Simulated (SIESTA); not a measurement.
TiNb under changes of volume

One of the cells (18.026 Å³/atom); the others are scaled copies at fixed shape and fractional positions:

```
Nb Ti
1.0
     1.65187   -2.33340    0.00000
     1.65187    2.33340    0.00000
     0.00000    0.00000    4.67671
Nb Ti
1 1
Direct
  0.00000 0.00000 0.00000
  0.50000 0.50000 0.50000
```

The cell comes from a database or a generator and needn't be the stable form of this composition.

```yaml
Program: SIESTA 5.4.2
Functional: PBEsol
Potentials_or_basis: PseudoDojo 0.4 standard (PBEsol files)
Basis: DZP (energy shift 0.003 Ry; two zetas on semicore shells)
Grid_cutoff: 800 Ry
Energy_shift: 0.003 Ry
k_mesh: 10 × 10 × 6
Occupations: fermi-dirac, width 0.05 eV
Spin: no spin polarisation
```

```tsv
volume (Å³/atom)	energy over the lowest point (meV/atom)	pressure (GPa)
16.612	5.15	4.1
16.966	0.00	0.8
17.319	1.81	-2.2
18.026	23.82	-7.4
18.380	42.91	-9.7
18.733	?	?
```

What does the run at 18.733 Å³/atom give?

Energy over the lowest point 66.78 meV/atom; pressure -11.7 GPa.

Worked out: A Birch-Murnaghan fit of order 3 (a polynomial in V^(-2/3)) to the other rows has its minimum at 17.04 Å³/atom with B0 = V·E''(V) = 149 GPa and B' = 3.7 at fixed shape and positions, which overstates the stiffness. It gives 66.66 meV/atom at 18.733 Å³/atom, against the run's 66.78, and -dE/dV = -11.8 GPa, against -11.7.

Energies are extrapolated to zero smearing.

Caveats: the basis of atomic orbitals isn't converged, which shifts pressures, moduli and gaps.
